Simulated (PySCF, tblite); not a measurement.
# C₆H₇ClO₂: geometry, infrared bands and NMR shifts

Wanted: the infrared bands and NMR shifts of C₆H₇ClO₂ (`C=C/C(=C\OC)C(=O)Cl`), by calculation.

The runs use tblite 0.8.0 and PySCF 2.14.0, with density-fitted response routines of our own; the level of theory stands in each step. All values are computed, except where a source is named. Atoms count from 0, in the outputs and in this text.

### Step 1. The starting structure

16 atoms, charge 0, multiplicity 1; geometry from: force field or distance geometry start.

Bonds of the start (Å): C0–C1 1.30, C1–C2 1.44, C2–C3 1.32, C3–O4 1.40, O4–C5 1.41, C2–C6 1.46, C6–O7 1.25, C6–Cl8 1.77, C0–H9 1.08, C0–H10 1.11, C1–H11 1.11, C3–H12 1.09, C5–H13 1.12, C5–H14 1.12, C5–H15 1.13.

### Step 2. Relaxing the molecule with GFN2-xTB

Job settings and geometry (Å):

```
{"job": {"kind": "relax", "xc": "GFN2-xTB", "basis": "xTB"}, "charge": 0, "multiplicity": 1}
C     -1.923700    -0.098900    -1.414100
C     -1.092200    -0.280700    -0.427700
C     -0.325100     0.719100     0.264800
C      0.474100     0.336000     1.243800
O      0.591800    -1.009700     1.630100
C      1.680900    -1.724400     1.083100
C     -0.357800     2.152000    -0.021500
O     -1.054100     2.688100    -0.906800
Cl     0.650000     3.255900     0.929900
H     -2.168100     0.863400    -1.842100
H     -2.449800    -0.970700    -1.846700
H     -0.970800    -1.334800    -0.094800
H      1.074400     1.032600     1.826800
H      1.718300    -2.789000     1.425400
H      1.546900    -1.661500    -0.028700
H      2.597900    -1.168400     1.434700
```

The run is started by

```console
> OMP_NUM_THREADS=1 python probes_run.py task.json out
```

One launch serves the whole session: the jobs run in the order shown.

**Question.** This job is followed by: GFN2-xTB harmonic vibrations, gas phase; GIAO PBE0/pcSseg-1 NMR shielding, non-relativistic, gas phase. What will the session give for the following? strongest single infrared mode (GFN2-xTB); zero-point energy (GFN2-xTB); ¹³C shifts against TMS (PBE0/pcSseg-1); ¹H shifts against TMS (PBE0/pcSseg-1, means over atoms taken as alike); ¹⁷O shifts against H2O (PBE0/pcSseg-1); ³⁵Cl shifts against HCl (PBE0/pcSseg-1).

The runs gave:

| quantity | value |
| --- | --- |
| strongest single infrared mode (GFN2-xTB) | 1586 cm⁻¹, 497 km/mol |
| zero-point energy (GFN2-xTB) | 72.0 kcal/mol |
| ¹³C shifts against TMS (PBE0/pcSseg-1) | 177.8, 168.8, 130.8, 125.2, 117.8, 64.2 ppm |
| ¹H shifts against TMS (PBE0/pcSseg-1, means over atoms taken as alike) | 8.01, 6.75, 6.72, 5.66, 4.23 ppm |
| ¹⁷O shifts against H2O (PBE0/pcSseg-1) | 554.6, 146.1 ppm |
| ³⁵Cl shifts against HCl (PBE0/pcSseg-1) | 394 ppm |

In words: Over 92 steps the energy fell by 0.872 eV; of the close pairs, C3–O4 changed most, 1.405 to 1.328 Å. No mode is imaginary among the 42: a minimum at this level. The strongest single mode, at 1586 cm⁻¹, moves mainly C3 and C2. GFN2-xTB is a fitted tight-binding method: band positions and strengths are rough. Its intensities can rank the bands wrongly.
